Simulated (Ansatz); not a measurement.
# Al2Ru: the cost of one run

Computed with Ansatz 0.2.0 (DFT LDA, scalar-relativistic, plane waves, PAW, unless a step's input says otherwise).

28 further runs of the same task are left out: 28 set aside as unsound or not needed.

**1. The system as given**

Symmetry: I4/mmm, No. 139, tetragonal system. Conventional cell: a = 3.099 Å, b = 3.099 Å, c = 8.351 Å, α = 90.00°, β = 90.00°, γ = 90.00°. Al (site symmetry 4mm) is surrounded by 5 Ru at 2.56 to 2.85 Å and 5 Al at 2.66 to 2.67 Å. Around Ru (site symmetry 4/mmm) lie 10 Al at 2.56 to 2.85 Å.

Coordinates:

```cif
data_structure
_symmetry_space_group_name_H-M 'I4/mmm'
_symmetry_Int_Tables_number 139
_cell_length_a 3.0989
_cell_length_b 3.0989
_cell_length_c 8.3506
_cell_angle_alpha 90.000
_cell_angle_beta 90.000
_cell_angle_gamma 90.000
_cell_volume 80.19
loop_
_atom_site_label
_atom_site_type_symbol
_atom_site_symmetry_multiplicity
_atom_site_Wyckoff_symbol
_atom_site_fract_x
_atom_site_fract_y
_atom_site_fract_z
_atom_site_occupancy
Al1 Al 4 e 0.50000 0.50000 0.15909 1
Ru1 Ru 2 a 0.00000 0.00000 0.00000 1
```

It goes back to an entry of the Materials Project, which need not be the stable form.

It is the result of an earlier relaxation at this level (volume 13.37 Å³/atom; gap on the mesh: none (metal)).

**2. Plan of the line**

The energy is mapped over volume and a fixed ferromagnetic moment.

- volume per atom: 7 values from 10.02 to 16.71 Å³
- total spin moment of the cell, held fixed: 9 values from 0.000 to 1.500 μB

Nothing else is relaxed (shape and fractional coordinates fixed). Points are written as (first, second).

**3. Point (12.25 Å³, 0.000 μB)**

File input.yaml:

```yaml
crystal:
  lattice:
    - [-1.5051732418, 1.5051732418, 4.0559750373]
    - [1.5051732418, -1.5051732418, 4.0559750373]
    - [1.5051732418, 1.5051732418, -4.0559750373]
  atoms:
    - { symbol: Al, position: [0.6590860915, 0.6590860915, 0.0] }
    - { symbol: Al, position: [0.3409139085, 0.3409139085, 0.0] }
    - { symbol: Ru, position: [0.0, 0.0, 0.0] }
basis:
  ecutwfc: 420
kpoints:
  mp_grid: { grid: [20, 20, 20] }
hamiltonian:
  xc: lda
  pseudopotentials: { kind: paw, azcp: { folder: soft_1 } }
scf:
  occupations: { method: gaussian, width: 0.15 }
  lower_state_search: "off"
output:
  forces: true
  stress: true
  eigenvalues: true
```

Command:

```
ansatz run input.yaml --threads 4 --pin off --max-ram 8192MiB --backend cpu --events-out ev --progress --plain --runs-dir out
```

**Question.** How long does this run take on 4 threads of Intel Xeon Platinum 8488C (Sapphire Rapids), shared host, and how much memory does it need?

About 3.3 s, with a peak of 0.62 GiB.
